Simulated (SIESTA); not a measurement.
Runs of SIESTA 5.4.2 on Zr3S2. It takes space group R32 (No. 155, trigonal). The conventional cell has a = 5.805 Å, b = 5.805 Å, c = 10.463 Å, α = 90.00°, β = 90.00°, γ = 120.00°. Around Zr (site symmetry 2) lie 4 S at 2.61 to 2.62 Å. S (site symmetry 3) is surrounded by 6 Zr at 2.61 to 2.62 Å. The cell comes from a database or a generator and needn't be the stable form of this composition.

| level | U | gap on the mesh (eV) | pressure (GPa) | largest force (eV/Å) |
| --- | --- | --- | --- | --- |
| PBEsol+U | Zr d U = 2 eV | none | 0.9 | 0.07 |
| PBEsol | - | none | -3.6 | 0.02 |
| PBEsol+U | Zr d U = 6 eV | none | (a) | 0.28 |
| PBEsol+U | Zr d U = 4 eV | none | (b) | (c) |

Alike in all rows: task density of states; potentials or basis PseudoDojo 0.4 standard (PBEsol files), DZP (energy shift 0.003 Ry; two zetas on semicore shells); no spin polarisation; cell as given; k mesh 4 × 4 × 4; smearing fermi-dirac 0.05 eV; grid cutoff 800 Ry; energy shift 0.003 Ry.

Problem. Estimate the missing entries.

Solution. (a) 11.3; (b) 5.9; (c) 0.15.

Caveats: the basis of atomic orbitals isn't converged, which shifts pressures, moduli and gaps; U without spin polarisation on a metal has little footing (some runs).

A k mesh can miss the band edges, and the runs leave out spin-orbit coupling on Zr.

A gap of «none» marks a metal or a gap under the smearing width.
